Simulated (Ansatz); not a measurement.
# SVWN5/STO-3G run of CuF (fluorocopper)

Aim: the energy change on altering one bond length of CuF (fluorocopper) at SVWN5/STO-3G, from 2 runs. 

The results are computed with Ansatz 0.2.0.

59 further runs of the same task are left out: 36 that didn't finish, 23 set aside as unsound or not needed.

## Step 1: The structure to begin with

CuF: 2 atoms, total charge 0, spin state singlet. As SMILES, `[F][Cu]`. Geometry: relaxed at PBE0-D4/def2-TZVP.

Bond lengths: F1–Cu2 1.765 Å.

## Step 2: The energy at SVWN5/STO-3G

File input.yaml:

```yaml
crystal:
  periodic: [false, false, false]
  atoms:
    - {symbol: F, position_ang: [0.751010, -0.268940, 0.377080]}
    - {symbol: Cu, position_ang: [-0.751010, 0.268940, -0.377080]}
basis:
  gaussian:
    orbitals: STO-3G
hamiltonian:
  xc: {name: SVWN5}
accuracy: high
```

Started as:

```sh
$ ansatz run input.yaml --threads 1 --pin off --max-ram 3480MiB --events-out events.jsonl --progress --plain --runs-dir runs
```

The log of the run:

```text
Warning: RAYON_NUM_THREADS=1 ignored (pool sized by the plan → 1); use --threads N
Functional definition: SVWN5
  name "SVWN5"
  exchange = slater_x
  correlation = vwn5_c
300 factors; integrals over basis functions are off by at most 3.4e-8 eV
mean field evaluation 1: about -46382.4894 eV, gradient 6.0e1 eV
mean field evaluation 2: about -46246.8749 eV, gradient 2.5e2 eV
mean field evaluation 4: about -46329.0608 eV, gradient 2.1e2 eV
mean field evaluation 8: about -46690.8415 eV, gradient 3.2e1 eV
mean field evaluation 16: about -46701.7961 eV, gradient 1.6e1 eV
mean field evaluation 32: about -46702.4574 eV, gradient 4.6e-5 eV
mean field evaluation 64: about -46700.3418 eV, gradient 1.2e1 eV
mean field evaluation 96: about -46701.6782 eV, gradient 3.8e-4 eV
mean field evaluation 128: about -46702.3646 eV, gradient 1.5e-2 eV
mean field evaluation 160: about -46702.3670 eV, gradient 6.3e-2 eV
mean field evaluation 192: about -46702.3683 eV, gradient 4.4e-1 eV
mean field evaluation 224: about -46701.7096 eV, gradient 7.5e-1 eV
mean field evaluation 256: about -46702.4241 eV, gradient 5.3e-1 eV
mean field evaluation 288: about -46702.3603 eV, gradient 2.0e-2 eV
mean field -46702.45735681 eV, -1716.2836518003 hartree, gradient 6.6e-8 eV, S^2 0.000000; 12 other end points of the search recorded, 0 dependent functions left out
reference -46702.45735854 eV, -1716.2836518639 hartree; 19, 19 occupied and 4, 4 virtual orbitals, 300 factors
Total energy: -46702.45735854 eV, -1716.2836518639 hartree
```

It took 11 s on 1 thread of Arm Neoverse V2, shared host; peak memory 0.09 GiB.

## Step 3: The distorted shape, same level

File input.yaml:

```yaml
crystal:
  periodic: [false, false, false]
  atoms:
    - {symbol: F, position_ang: [1.126545, -0.403421, 0.565635]}
    - {symbol: Cu, position_ang: [-0.751010, 0.268940, -0.377080]}
basis:
  gaussian:
    orbitals: STO-3G
hamiltonian:
  xc: {name: SVWN5}
accuracy: high
```

Started as:

```sh
$ ansatz run input.yaml --threads 1 --pin off --max-ram 3480MiB --events-out events.jsonl --progress --plain --runs-dir runs
```

The log of the run (excerpt; [...] marks lines left out):

```text
Warning: RAYON_NUM_THREADS=1 ignored (pool sized by the plan → 1); use --threads N
[... 2 set-up lines as earlier in the session ...]
[...]
287 factors; integrals over basis functions are off by at most 2.8e-8 eV
[...]
mean field -46700.27719771 eV, -1716.2035324310 hartree, gradient 3.1e-8 eV, S^2 0.000000; 7 other end points of the search recorded, 0 dependent functions left out
reference -46700.27719944 eV, -1716.2035324946 hartree; 19, 19 occupied and 4, 4 virtual orbitals, 287 factors
Total energy: -46700.27719944 eV, -1716.2035324946 hartree
```

Run time: 5.7 s. Hardware: 1 thread of Arm Neoverse V2, shared host.

## Step 4: Outcome

Level: SVWN5/STO-3G.

```
                                                          quantity           value
                                         first shape: total energy  -1716.28365 Eh
                                     distorted shape: total energy  -1716.20353 Eh
energy change with the F1–Cu2 bond stretched from 1.765 to 2.206 Å        2.180 eV
```

In words: With the F1–Cu2 bond stretched from 1.765 to 2.206 Å the energy rises by 2.18 eV (210 kJ/mol). The first shape isn't relaxed at this level, so the change isn't measured from a minimum. The minimal basis adds a large error of its own.
